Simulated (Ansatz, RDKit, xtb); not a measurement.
# C2H8BrNSi2: ranking a sample of isomers

A sample of isomers of C2H8BrNSi2 is drawn. Aim: find which of them has the lowest free energy at 298.15 K, then its properties. The sample is small against all isomers, and the most stable one of this formula need not be in it.

The funnel: GFN2-xTB relaxations, single points with a density functional, relaxations at PBE-D3(BJ)/def2-SVP, harmonic vibrations (at GFN2-xTB), and a last energy at a higher level. All values are calculated.

## (1) Candidates

Isomers were taken from a list of plausible structures; this is a sample, not all of them. That gives 4 candidates.

| label | SMILES | spin |
| --- | --- | --- |
| c425 | C=N[Si@H](Br)[SiH2]C | singlet |
| c539 | C=N[Si@H](Br)C[SiH3] | singlet |
| c595 | C=N[SiH2]C[SiH2]Br | singlet |
| c740 | N[SiH2]/C=C(/[SiH3])Br | singlet |

Candidates are built by distance geometry, with a force field where one applies, in up to four conformers (letters a to d).

**Question.** With final energies at CCSD(T)/def2-SVP + MP2/def2-TZVPP - MP2/def2-SVP, which structure will this search put lowest in free energy, and by what margin?

| quantity | value |
| --- | --- |
| lowest structure found | C=N[Si@H](Br)C[SiH3], singlet |
| next finalist | C=N[SiH2]C[SiH2]Br, singlet, 3.5 kcal/mol higher in G |
| share at equilibrium, among the finalists | 99.7 % |

The search ends on `C=N[Si@H](Br)C[SiH3]`. The margin of 3.5 kcal/mol over the next finalist is beyond the usual error of the last level; it says nothing of structures that weren't ranked. r2SCAN-D4/def2-SVP, HF/def2-SVP and MP2/def2-SVP already put its bonding pattern lowest among the structures in one piece; GFN2-xTB favours the singlet C=N[SiH2]C[SiH2]Br (c595d, not a finalist); HF/STO-3G and PBE-D3(BJ)/def2-SVP favour the singlet C=N[Si@H](Br)[SiH2]C. 6 minima inside the window were never screened. The search is not exhaustive (a finite list of starts, one conformer a finalist), so a lower isomer can't be ruled out. Only 4 drawn patterns were tried, so whole families of isomers are missing, and the result ranks this sample alone.
